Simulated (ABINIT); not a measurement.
# B3Pd (Fm-3m) in ABINIT: settings compared

One crystal, B3Pd, is run at these levels: PBEsol, PBE; tasks: optical spectrum, positron lifetime.

Program: ABINIT 10.8.3 (patched build). These are calculated values, not measurements. Logs are shortened: lines on timing, memory, paths and dates and some standing lists are left out, and cuts for length are marked. The log counts tension as positive stress, the text compression.

## Step 1: The structure

It takes space group Fm-3m (No. 225, cubic). Conventional cell: a = 5.235 Å, b = 5.235 Å, c = 5.235 Å, α = 90.00°, β = 90.00°, γ = 90.00°. B (site symmetry m-3m) has 8 B at 2.27 Å as nearest neighbours. B (site symmetry -43m) has 4 B at 2.27 Å and 4 Pd at 2.27 Å as nearest neighbours. Around Pd (site symmetry m-3m) lie 8 B at 2.27 Å.

The cell was built by a generator and needn't be a form met in nature.

## Step 2: Optical spectrum, PBEsol

The input, run.abi:

```
ndtset 3

pp_dirpath "./"
pseudos "B.upf, Pd.upf"

acell 3.701958558 3.701958558 3.701958558 Angstrom
rprim
     0.0000000000     0.7071067812     0.7071067812
     0.7071067812     0.0000000000     0.7071067812
     0.7071067812     0.7071067812     0.0000000000
ntypat 2
znucl 5 46
natom 4
typat 1 1 1 2
xred
            0.0            0.0            0.0
            1/4            1/4            1/4
            3/4            3/4            3/4
            1/2            1/2            1/2

ecut 37.0

ngkpt 6 6 6
nshiftk 4
shiftk
     0.5000000000     0.5000000000     0.5000000000
     0.5000000000     0.0000000000     0.0000000000
     0.0000000000     0.5000000000     0.0000000000
     0.0000000000     0.0000000000     0.5000000000
istwfk *1

ixc -116133

occopt 3
tsmear 0.05 eV

nstep 80
diemac 1000.0

iomode 3
prteig 0
prtebands 0

nband1 18
tolvrs1 1.0e-12
prtden1 1
prtwf1 0
kptopt1 1

iscf2 -3
getden2 1
nband2 24
nbdbuf2 4
tolwfr2 1.0e-12
nstep2 120
prtden2 0
kptopt2 1

optdriver3 8
wfk_task3 "wfk_optics_fullbz"
getwfk3 2
nband3 20
kptopt3 1
prtevk3 1
inclvkb3 2
```

The input, optic.abi:

```
&FILES
 ddkfile_1 = 'runo_DS3_1_EVK.nc',
 ddkfile_2 = 'runo_DS3_2_EVK.nc',
 ddkfile_3 = 'runo_DS3_3_EVK.nc',
 wfkfile = 'runo_DS3_WFK.nc'
/
&PARAMETERS
 broadening = 0.001837,
 domega = 0.002,
 maxomega = 0.8,
 scissor = 0.000000,
 tolerance = 0.002
/
&COMPUTATIONS
 num_lin_comp = 1,
 lin_comp = 11,
 num_nonlin_comp = 0
/
```

Potentials or basis: PseudoDojo NC SR PBEsol v0.4 stringent.

Started as:

```sh
abinit run.abi > log 2>&1
optic optic.abi > optic.log 2>&1
```

run.abo:

```text
.Version 10.8.3 of ABINIT
 DATASET    1 : space group Fm -3 m (#225); Bravais cF (face-center cubic)
================================================================================
 Values of the parameters that define the memory need for DATASET  1.
     intxc =       0    ionmov =       0      iscf =       7    lmnmax =       6
     lnmax =       6     mgfft =      40  mpssoang =       3    mqgrid =    3001
     natom =       4  nloc_mem =       1    nspden =       1   nspinor =       1
    nsppol =       1      nsym =      48    n1xccc =    2501    ntypat =       2
    occopt =       3   xclevel =       2
       mpw =        2658          nfft =       64000          nkpt =          28
================================================================================
================================================================================
[... 13 lines left out ...]
 DATASET    3 : space group Fm -3 m (#225); Bravais cF (face-center cubic)
================================================================================
 Values of the parameters that define the memory need for DATASET  3.
     intxc =       0    ionmov =       0      iscf =       7    lmnmax =       6
     lnmax =       6     mgfft =      40  mpssoang =       3    mqgrid =    3001
     natom =       4  nloc_mem =       1    nspden =       1   nspinor =       1
    nsppol =       1      nsym =      48    n1xccc =    2501    ntypat =       2
    occopt =       3   xclevel =       2
       mpw =        2658          nfft =       64000          nkpt =          28
================================================================================
================================================================================

--------------------------------------------------------------------------------
------------- Echo of variables that govern the present computation ------------
--------------------------------------------------------------------------------
 -outvars: echo values of preprocessed input variables --------
            acell      6.9956878041E+00  6.9956878041E+00  6.9956878041E+00 Bohr
              amu      1.08110000E+01  1.06420000E+02
           diemac      1.00000000E+03
             ecut      3.70000000E+01 Hartree
           getden1          0
           getden2          1
           getden3          0
           getwfk1          0
           getwfk2          0
           getwfk3          2
             iscf1          7
             iscf2         -3
             iscf3          7
              ixc     -116133
           jdtset        1    2    3
         kptrlatt        6   -6    6     -6    6    6     -6   -6    6
          kptrlen      5.93603794E+01
            natom           4
            nband1         18
            nband2         24
            nband3         20
           nbdbuf1          0
           nbdbuf2          4
           nbdbuf3          0
           ndtset           3
            ngfft          40      40      40
             nkpt          28
            nstep1         80
            nstep2        120
            nstep3         80
             nsym          48
           ntypat           2
           occopt           3
        optdriver1          0
        optdriver2          0
        optdriver3          8
           prtden1          1
           prtden2          0
           prtden3          1
        prtebands           0
           prteig           0
           prtevk1          0
           prtevk2          0
           prtevk3          1
            prtwf1          0
            prtwf2          1
            prtwf3          1
            rprim      0.0000000000E+00  7.0710678120E-01  7.0710678120E-01
                       7.0710678120E-01  0.0000000000E+00  7.0710678120E-01
                       7.0710678120E-01  7.0710678120E-01  0.0000000000E+00
           shiftk      5.00000000E-01  5.00000000E-01  5.00000000E-01
          spgroup         225
           tolvrs1     1.00000000E-12
           tolvrs2     0.00000000E+00
           tolvrs3     0.00000000E+00
           tolwfr1     0.00000000E+00
           tolwfr2     1.00000000E-12
           tolwfr3     0.00000000E+00
           tsmear      1.83746611E-03 Hartree
            typat      1  1  1  2
         wfk_task1          0
         wfk_task2          0
         wfk_task3          7
           xangst      0.0000000000E+00  0.0000000000E+00  0.0000000000E+00
                       1.3088400000E+00  1.3088400000E+00  1.3088400000E+00
                       3.9265200001E+00  3.9265200001E+00  3.9265200001E+00
                       2.6176800001E+00  2.6176800001E+00  2.6176800001E+00
            xcart      0.0000000000E+00  0.0000000000E+00  0.0000000000E+00
                       2.4733491427E+00  2.4733491427E+00  2.4733491427E+00
                       7.4200474281E+00  7.4200474281E+00  7.4200474281E+00
                       4.9466982854E+00  4.9466982854E+00  4.9466982854E+00
             xred      0.0000000000E+00  0.0000000000E+00  0.0000000000E+00
                       2.5000000000E-01  2.5000000000E-01  2.5000000000E-01
                       7.5000000000E-01  7.5000000000E-01  7.5000000000E-01
[... 217 lines left out ...]

--- !BeginCycle
iteration_state: {dtset: 2, }
solver: {iscf: -3, nstep: 120, nline: 4, wfoptalg: 0, }
tolerances: {tolwfr: 1.00E-12, }
...

     iter   Etot(hartree)      deltaE(h)  residm     vres2
 Non-SCF case, kpt    1 ( -0.08333 -0.16667  0.00000), residuals and eigenvalues=
  7.52E-13  1.66E-13  9.70E-13  2.08E-13  5.30E-13  3.21E-13  6.84E-14  9.04E-13
  9.86E-13  2.10E-13  1.88E-13  2.23E-13  4.11E-13  3.45E-13  3.76E-13  6.36E-13
  1.76E-13  4.82E-13  8.46E-13  7.00E-13  2.25E-13  1.14E-08  2.36E-08  4.03E-06
 -2.7422E+00 -1.4846E+00 -1.4845E+00 -1.4845E+00 -8.7893E-02  1.5108E-01
  1.6973E-01  1.7169E-01  2.2799E-01  2.5313E-01  3.6710E-01  3.9507E-01
  4.0490E-01  4.0830E-01  4.7680E-01  4.8509E-01  5.2175E-01  5.4583E-01
  5.6971E-01  6.4517E-01  6.5626E-01  9.1308E-01  9.2917E-01  9.7703E-01
 prteigrs : prtvol=0 or 1, do not print more k-points.

--- !ResultsGS
iteration_state: {dtset: 2, }
comment   : Summary of ground state results
lattice_vectors:
- [  0.0000000,   4.9466983,   4.9466983, ]
- [  4.9466983,   0.0000000,   4.9466983, ]
- [  4.9466983,   4.9466983,   0.0000000, ]
lattice_lengths: [   6.99569,    6.99569,    6.99569, ]
lattice_angles: [ 60.000,  60.000,  60.000, ] # degrees, (23, 13, 12)
lattice_volume:   2.4208967E+02
convergence: {deltae:  0.000E+00, res2:  0.000E+00, residm:  9.967E-13, diffor:  0.000E+00, }
etotal    :  -1.43469225E+02
entropy   :   0.00000000E+00
fermie    :   4.29917578E-01
cartesian_stress_tensor: null
pressure_GPa: null
xred      :
- [  0.0000E+00,   0.0000E+00,   0.0000E+00,  B]
- [  2.5000E-01,   2.5000E-01,   2.5000E-01,  B]
- [  7.5000E-01,   7.5000E-01,   7.5000E-01,  B]
- [  5.0000E-01,   5.0000E-01,   5.0000E-01, Pd]
cartesian_forces: null
force_length_stats: {min: null, max: null, mean: null, }
...

 Integrated electronic density in atomic spheres:
 ------------------------------------------------
 Atom  Sphere_radius  Integrated_density
    1        2.00000          2.05724594
    2        2.00000          2.20231467
    3        2.00000          2.20231467
    4        2.00000         15.27377009
================================================================================

 ----iterations are completed or convergence reached----

 Mean square residual over all n,k,spin=   45.724E-14; max=  99.675E-14
 reduced coordinates (array xred) for    4 atoms
       0.000000000000      0.000000000000      0.000000000000
       0.250000000000      0.250000000000      0.250000000000
       0.750000000000      0.750000000000      0.750000000000
       0.500000000000      0.500000000000      0.500000000000

 cartesian coordinates (angstrom) at end:
    1      0.00000000000000     0.00000000000000     0.00000000000000
    2      1.30884000004159     1.30884000004159     1.30884000004159
    3      3.92652000012476     3.92652000012476     3.92652000012476
    4      2.61768000008317     2.61768000008317     2.61768000008317
 length scales=  6.995687804080  6.995687804080  6.995687804080 bohr
              =  3.701958558000  3.701958558000  3.701958558000 angstroms
 Eigenvalues (hartree) for nkpt=  28  k points:
 kpt#   1, nband= 24, wtk=  0.02778, kpt= -0.0833 -0.1667  0.0000 (reduced coord)
  -2.74217   -1.48457   -1.48449   -1.48448   -0.08789    0.15108    0.16973    0.17169
   0.22799    0.25313    0.36710    0.39507    0.40490    0.40830    0.47680    0.48509
   0.52175    0.54583    0.56971    0.64517    0.65626    0.91308    0.92917    0.97703
      occupation numbers for kpt#   1
   2.00000    2.00000    2.00000    2.00000    2.00000    2.00000    2.00000    2.00000
   2.00000    2.00000    2.00000    2.00000    2.00000    1.99998    0.00000    0.00000
   0.00000    0.00000    0.00000    0.00000    0.00000    0.00000    0.00000    0.00000
 prteigrs : prtvol=0 or 1, do not print more k-points.

--- !EnergyTerms
iteration_state     : {dtset: 2, }
comment             : Components of total free energy in Hartree
kinetic             :  5.06645862765164E+01
hartree             :  3.63265400270310E+01
xc                  : -2.39793369653032E+01
Ewald energy        : -9.84839120719172E+01
psp_core            :  3.99019729098108E+00
local_psp           : -1.13557828487905E+02
non_local_psp       :  1.57108519921091E+00
internal            : -1.43468668731386E+02
'-kT*entropy'       : -5.56495319600574E-04
total_energy        : -1.43469225226706E+02
...

--- !EnergyTermsDC
iteration_state     : {dtset: 2, }
comment             : '"Double-counting" decomposition of free energy'
band_energy         : -1.02651441828470E+01
Ewald energy        : -9.84839120719172E+01
psp_core            :  3.99019729098108E+00
xc_dc               : -3.87098093456505E+01
internal            : -1.43468668309434E+02
'-kT*entropy'       : -5.56495319600574E-04
total_energy_dc     : -1.43469224804753E+02
...

================================================================================
== DATASET  3 ==================================================================

--- !DatasetInfo
iteration_state: {dtset: 3, }
dimensions: {natom: 4, nkpt: 28, mband: 20, nsppol: 1, nspinor: 1, nspden: 1, mpw: 2658, }
cutoff_energies: {ecut:  37.0, pawecutdg:  -1.0, }
electrons: {nelect:   2.70000000E+01, charge:   0.00000000E+00, occopt:   3.00000000E+00, tsmear:   1.83746611E-03, }
meta: {optdriver: 8, wfk_task: 7, }
...

 mkfilename : getwfk/=0, take file _WFK from output of DATASET   2.

--------------------------------------------------------------------------------

 Computation of velocity matrix elements (DDK)

 Parameters extracted from the Abinit header:
    ecut:     37.0
    nkpt:    864
    mband:   24
    nsppol:  1
    nspinor: 1
    useylm:  0
    inclvkb: 2
    bmin: 1, bmax: 24
    Computing diagonal and off-diagonal matrix elements
    Between band index bmin: 1, bmax: 24

== END DATASET(S) ==============================================================
================================================================================

 -outvars: echo values of variables after computation  --------
            acell      6.9956878041E+00  6.9956878041E+00  6.9956878041E+00 Bohr
           etotal1    -1.4346922480E+02
           etotal2    -1.4346922480E+02
           etotal3     0.0000000000E+00
            fcart1     3.1894441897E-31  1.0631480632E-31 -3.1894441897E-31
                      -1.1694628695E-30  3.1894441897E-31  1.1694628695E-30
                       5.3157403161E-31 -5.3157403161E-31 -5.3157403161E-31
                       3.1894441897E-31  1.0631480632E-31 -3.1894441897E-31
            fcart3     0.0000000000E+00  0.0000000000E+00  0.0000000000E+00
                       0.0000000000E+00  0.0000000000E+00  0.0000000000E+00
                       0.0000000000E+00  0.0000000000E+00  0.0000000000E+00
                       0.0000000000E+00  0.0000000000E+00  0.0000000000E+00
            rprim      0.0000000000E+00  7.0710678120E-01  7.0710678120E-01
                       7.0710678120E-01  0.0000000000E+00  7.0710678120E-01
                       7.0710678120E-01  7.0710678120E-01  0.0000000000E+00
           strten1     1.9662690909E-04  1.9662690909E-04  1.9662690909E-04
                       0.0000000000E+00  0.0000000000E+00  0.0000000000E+00
           strten3     0.0000000000E+00  0.0000000000E+00  0.0000000000E+00
                       0.0000000000E+00  0.0000000000E+00  0.0000000000E+00
           xangst      0.0000000000E+00  0.0000000000E+00  0.0000000000E+00
                       1.3088400000E+00  1.3088400000E+00  1.3088400000E+00
                       3.9265200001E+00  3.9265200001E+00  3.9265200001E+00
                       2.6176800001E+00  2.6176800001E+00  2.6176800001E+00
             xred      0.0000000000E+00  0.0000000000E+00  0.0000000000E+00
                       2.5000000000E-01  2.5000000000E-01  2.5000000000E-01
                       7.5000000000E-01  7.5000000000E-01  7.5000000000E-01
                       5.0000000000E-01  5.0000000000E-01  5.0000000000E-01
 Calculation completed.
```

Run time: 2.1 min. Hardware: 1 thread of Arm Neoverse V2, shared host; peak memory 0.96 GiB.

Results:

- Free energy: -3903.9965 eV
- Pressure: -5.8 GPa

Dielectric function (mean over the directions given):
```tsv
energy (eV)	real part	imaginary part
0.33	91.43	27.43
0.76	53.26	46.83
1.31	-3.52	55.79
1.74	14.55	13.61
2.29	8.61	49.38
2.83	1.19	24.87
3.27	-3.28	16.27
3.81	-8.73	19.78
4.25	-12.03	10.55
4.79	-4.77	8.32
5.33	-1.12	7.01
5.77	-0.15	7.02
6.31	-0.68	9.72
6.75	-4.61	9.62
7.29	-2.89	12.98
7.84	-6.75	3.88
8.27	-4.18	4.78
8.82	-4.54	3.37
9.36	-3.27	3.09
9.80	-2.76	3.37
10.34	-2.78	1.99
10.78	-1.98	1.52
11.32	-1.83	1.28
11.86	-1.76	1.97
12.30	-1.96	1.29
12.84	-1.72	1.14
13.28	-0.19	1.08
13.82	-1.24	1.69
14.37	-1.41	1.30
14.80	-1.46	1.22
15.35	-0.76	0.81
15.89	-0.84	0.84
16.33	-0.71	0.84
16.87	-0.81	0.95
17.31	-0.67	0.68
17.85	-0.17	1.05
18.39	-0.60	1.19
18.83	-0.32	0.81
19.38	-0.61	0.39
19.92	-0.45	0.69
```

Caveat: the intraband (Drude) term is left out; spectra need much finer meshes, so this one isn't converged; independent-particle spectra lack excitons.

(Part 1 of 2 ends here.)
